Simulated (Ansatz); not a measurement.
**C₂H₅BOSi: how energies converge with the basis set**

One table from this session's results is given with a row withheld; the runs are named, their logs left out.

Method: one geometry, several basis sets; program: Ansatz 0.2.0, Gaussian basis.

The runs, in order: PBE0-D4/def2-SVP; ωB97M-V/def2-SVP; PBE0-D4/def2-QZVPP; ωB97M-V/def2-QZVPP; the functionals' def2-TZVPP values are taken from earlier runs.

## The relaxed structure

An earlier PBE0-D4 in a triple-zeta def2 set relaxation fixed the geometry.

SMILES `B/C=C1\O[SiH2]1`, 10 atoms, charge 0, spin multiplicity 1.

Atoms are counted from 1 here; the program's logs count them from 0.

Bond lengths: B1–C2 1.520 Å, B1–H6 1.196 Å, B1–H7 1.198 Å, C2–C3 1.341 Å, C2–H8 1.086 Å, C3–O4 1.370 Å, C3–Si5 1.788 Å, O4–Si5 1.704 Å, Si5–H9 1.476 Å, Si5–H10 1.476 Å. Angles: C2–B1–H6 120.3°, C2–B1–H7 120.2°, H6–B1–H7 119.4°, B1–C2–C3 122.7°, B1–C2–H8 122.7°, C3–C2–H8 114.7°, C2–C3–O4 131.3°, C2–C3–Si5 165.0°, O4–C3–Si5 63.7°, C3–O4–Si5 70.2°, C3–Si5–O4 46.1°, C3–Si5–H9 122.5°, C3–Si5–H10 122.5°, O4–Si5–H9 115.6°, O4–Si5–H10 115.6°, H9–Si5–H10 114.2°.

The first run:

File in.yaml:

```yaml
crystal:
  periodic: [false, false, false]
  atoms:
    - {symbol: B, position_ang: [-1.938265, 0.461390, 0.742264]}
    - {symbol: C, position_ang: [-0.937316, 0.405224, -0.400437]}
    - {symbol: C, position_ang: [0.315048, -0.047828, -0.244566]}
    - {symbol: O, position_ang: [0.970601, -0.531297, 0.856885]}
    - {symbol: Si, position_ang: [2.012564, -0.551182, -0.491360]}
    - {symbol: H, position_ang: [-1.626556, 0.093692, 1.836533]}
    - {symbol: H, position_ang: [-3.046347, 0.874663, 0.553689]}
    - {symbol: H, position_ang: [-1.179699, 0.728993, -1.408270]}
    - {symbol: H, position_ang: [3.136551, 0.403685, -0.444026]}
    - {symbol: H, position_ang: [2.376319, -1.888539, -0.997811]}
basis:
  gaussian: {orbitals: def2-SVP}
hamiltonian: {xc: pbe0, dispersion: d4}
output: {orbitals: {seedname: orbitals}}
```

Command:

```console
$ ansatz run in.yaml --threads 2 --pin off --events-out ev --progress --plain --max-ram 4352MiB
```

Steps of the session up to this table: PBE0-D4 in def2-SVP; ωB97M-V in def2-SVP; PBE0-D4 in def2-QZVPP; ωB97M-V in def2-QZVPP.

One table of the session follows, with a row left open; its other results are not shown here.

It belongs to the step «Functionals by basis». 

| functional | basis | HOMO (eV) | LUMO (eV) |
| --- | --- | --- | --- |
| PBE0-D4 | def2-SVP | -7.39 | -1.66 |
| PBE0-D4 | def2-TZVPP | ? | ? |
| PBE0-D4 | def2-QZVPP | -7.45 | -1.81 |
| ωB97M-V | def2-SVP | -9.51 | 0.45 |
| ωB97M-V | def2-TZVPP | -9.57 | 0.24 |
| ωB97M-V | def2-QZVPP | -9.58 | 0.17 |

Estimate the missing values for PBE0-D4, def2-TZVPP.

**Answer.** HOMO (eV): -7.44; LUMO (eV): -1.77. In the column «HOMO (eV)» it lies between PBE0-D4, def2-QZVPP (-7.45) and PBE0-D4, def2-SVP (-7.39).
